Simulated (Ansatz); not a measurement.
**CH5OSi (SMILES [CH2][SiH2]O): UCCSD(T)/def2-SVPD**

What is the electronic atomisation energy of CH5OSi at UCCSD(T)/def2-SVPD? 

Program for the calculation: Ansatz 0.2.0.

54 further runs of the same task are left out: 54 set aside as unsound or not needed.

### 1 The molecule

The species is CH5OSi (8 atoms), meant as a doublet with charge 0. As SMILES, `[CH2][SiH2]O`. The coordinates come from a PBE0-D4/def2-TZVP relaxation. This is one conformer, not always the lowest.

Bond lengths: C1–Si2 1.840 Å, Si2–O3 1.650 Å, C1–H4 1.086 Å, C1–H5 1.087 Å, Si2–H6 1.485 Å, Si2–H7 1.490 Å, O3–H8 0.958 Å. Angles: C1–Si2–O3 112.2°, C1–Si2–H6 111.4°, C1–Si2–H7 108.0°, O3–Si2–H6 104.2°, O3–Si2–H7 111.6°, Si2–C1–H4 122.8°, Si2–C1–H5 122.5°, Si2–O3–H8 117.1°, H6–Si2–H7 109.4°, H4–C1–H5 114.6°.

### 2 The energy at UCCSD(T)/def2-SVPD

Contents of input.yaml:

```yaml
crystal:
  periodic: [false, false, false]
  atoms:
    - {symbol: C, position_ang: [-0.861500, 0.517800, -0.791400]}
    - {symbol: Si, position_ang: [0.654000, -0.005200, 0.111100]}
    - {symbol: O, position_ang: [0.302800, -0.724400, 1.554400]}
    - {symbol: H, position_ang: [-0.970800, 0.416800, -1.867000]}
    - {symbol: H, position_ang: [-1.703100, 0.991500, -0.293300]}
    - {symbol: H, position_ang: [1.495600, 1.161100, 0.480600]}
    - {symbol: H, position_ang: [1.431000, -0.912300, -0.779800]}
    - {symbol: H, position_ang: [-0.255800, -1.502300, 1.529400]}
basis:
  gaussian:
    orbitals: def2-SVPD
correlation:
  method: ccsd_t
  frozen_orbitals: {C: 1, H: 0, O: 1, Si: 5}
accuracy: high
scf:
  omitted_lower_state_checks: [cluster_reference, increment]
magnetization:
  spin_polarized: true
  initial_magnetization: 1
```

The run is started by

```
$ ansatz run input.yaml --threads 1 --pin off --max-ram 3480MiB --events-out events.jsonl --progress --plain --runs-dir runs
```

The program printed (excerpt; [...] marks lines left out):

```text
Warning: RAYON_NUM_THREADS=1 ignored (pool sized by the plan → 1); use --threads N
Functional definition: HF
  name "HF"
[...]
2123 factors; integrals over basis functions are off by at most 3.5e-9 eV
[...]
mean field -11004.46207080 eV, -404.4065220098 hartree, gradient 3.1e-8 eV, S^2 0.760286; 0 other end points of the search recorded, 0 dependent functions left out
7 core orbitals not correlated: weight in the atoms' cores, before any rotation towards them, 1.000 or more for the frozen orbitals, at most 0.000 for the correlated occupied ones
reference -11004.46207080 eV, -404.4065220098 hartree; 10, 9 occupied and 90, 91 virtual orbitals, 2123 factors
second order -11.51904541 eV of doubles, -0.00000000 eV of singles
cycle   1  -12.17771043 eV  change   -6.6e-1 eV  update   8.3e-2
[...]
cycle  26  -12.60039285 eV  change  -5.1e-11 eV  update   1.5e-9
perturbative correction -0.33316525 eV, -0.0122435972 hartree
Total energy: -11017.39562891 eV, -404.8818215034 hartree
Checks for a lower state left out: cluster_reference, increment
```

Wall time 1.8 min (1 thread of AMD EPYC 7R43 (Zen 3), shared host); peak memory 1.8 GiB.

### 3 The C atom, same level

Contents of input.yaml:

```yaml
crystal:
  periodic: [false, false, false]
  atoms:
    - {symbol: C, position_ang: [0.000000, 0.000000, 0.000000]}
basis:
  gaussian: {orbitals: def2-SVPD}
magnetization: {spin_polarized: true, initial_magnetization: 2}
correlation: {method: ccsd_t, frozen_orbitals: {C: 1}}
accuracy: high
scf: {omitted_lower_state_checks: [cluster_reference, increment]}
```

Run the same way, it converges to -37.72198 Eh (log not shown).

### 4 The H atom: a single-point energy at UHF/def2-SVPD

Contents of job.yaml:

```yaml
basis:
  gaussian: {orbitals: def2-SVPD}
crystal:
  periodic: [false, false, false]
  atoms:
    - {symbol: H, position_ang: [0.000000, 0.000000, 0.000000]}
total_charge: 0
magnetization: {spin_polarized: true, initial_magnetization: 1}
hamiltonian: {xc: hf}
accuracy: high
```

Run the same way, it converges to -0.49928 Eh (log not shown).

### 5 The O atom

Contents of in.yaml:

```yaml
crystal:
  periodic: [false, false, false]
  atoms:
    - symbol: O
      position_ang: [0.000000, 0.000000, 0.000000]
basis:
  gaussian:
    orbitals: def2-SVPD
magnetization:
  spin_polarized: true
  initial_magnetization: 2
correlation:
  method: ccsd_t
  frozen_orbitals: {O: 1}
accuracy: high
scf:
  omitted_lower_state_checks: [cluster_reference, increment]
```

Run the same way, it converges to -74.84965 Eh (log not shown).

### 6 The Si atom, same level

Contents of job.yaml:

```yaml
basis:
  gaussian:
    orbitals: def2-SVPD
crystal:
  periodic: [false, false, false]
  atoms:
    - symbol: Si
      position_ang: [0.000000, 0.000000, 0.000000]
magnetization:
  spin_polarized: true
  initial_magnetization: 2
correlation:
  method: ccsd_t
  frozen_orbitals: {Si: 5}
accuracy: high
scf:
  omitted_lower_state_checks: [cluster_reference, increment]
```

Run the same way, it converges to -288.82179 Eh (log not shown).

### 7 Outcome

Level: UCCSD(T)/def2-SVPD, 7 core orbitals frozen.

```
                                             quantity          value
                               molecule: total energy  -404.88182 Eh
molecule: correlation energy (7 core orbitals frozen)     -475.3 mEh
                             molecule: (T) correction     -12.24 mEh
          molecule: ⟨S²⟩ of the reference determinant          0.760
                              molecule: T1 diagnostic          0.013
                                 C atom: total energy   -37.72198 Eh
   C atom: correlation energy (1 core orbital frozen)      -75.7 mEh
                               C atom: (T) correction      -1.31 mEh
            C atom: ⟨S²⟩ of the reference determinant          2.010
                                C atom: T1 diagnostic          0.008
                                 H atom: total energy    -0.49928 Eh
                                         H atom: ⟨S²⟩          0.750
                                 O atom: total energy   -74.84965 Eh
   O atom: correlation energy (1 core orbital frozen)     -125.4 mEh
                               O atom: (T) correction      -1.59 mEh
            O atom: ⟨S²⟩ of the reference determinant          2.009
                                O atom: T1 diagnostic          0.010
                                Si atom: total energy  -288.82179 Eh
 Si atom: correlation energy (5 core orbitals frozen)      -67.6 mEh
                              Si atom: (T) correction      -1.33 mEh
           Si atom: ⟨S²⟩ of the reference determinant          2.014
                               Si atom: T1 diagnostic          0.011
                        electronic atomisation energy      26.994 eV
```

Taking the molecule apart into free atoms costs 26.99 eV (622 kcal/mol), before zero-point energy and without spin-orbit coupling. The triples (molecule) make up 2.6 % of the correlation energy. The triples (C atom) make up 1.7 % of the correlation energy. The triples (O atom) make up 1.3 % of the correlation energy. The triples (Si atom) make up 2.0 % of the correlation energy.
